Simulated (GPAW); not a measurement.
Crystal: VGe3.

```
CELL_PARAMETERS angstrom
4.76800 0.00000 0.00000
0.00000 4.76800 0.00000
0.00000 0.00000 4.76800
ATOMIC_POSITIONS crystal
Ge 0.00000 0.50000 0.25000
Ge 0.00000 0.50000 0.75000
Ge 0.50000 0.25000 0.00000
Ge 0.75000 0.00000 0.50000
Ge 0.50000 0.75000 0.00000
Ge 0.25000 0.00000 0.50000
V 0.50000 0.50000 0.50000
V 0.00000 0.00000 0.00000
```

Base run:

| Item | Value |
| --- | --- |
| Program | GPAW 26.7.0 |
| Functional | PBEsol |
| Potentials or basis | PAW data sets generated in the run's folder for this functional |
| Cutoff | 600 eV |
| Basis | pw |
| k mesh | 5 × 5 × 5 |
| Occupations | fermi-dirac, width 0.05 eV |
| Spin | collinear spin, ferromagnetic start |
| Starting moments | [0.0, 0.0, 0.0, 0.0, 0.0, 0.0, 2.0, 2.0] μB |
| Hubbard terms | V d U = 4 eV |

Its results: pressure 32.1 GPa; net moment 4.22 μB per cell; site moments Ge -0.03; V +2.04 μB.

Q: The run is repeated on the same cell with these changes: hubbard terms from V d U = 4 eV to V d U = 1 eV. What comes out?

A: Pressure 24.0 GPa; net moment 2.70 μB per cell; site moments Ge -0.02; V +1.25 μB.

Caveats: the U is typed as a test and isn't derived for this compound; a pressure of tens of GPa on the cell as given is suspect, and the run, the potentials or the cell itself is likely at fault (some runs).
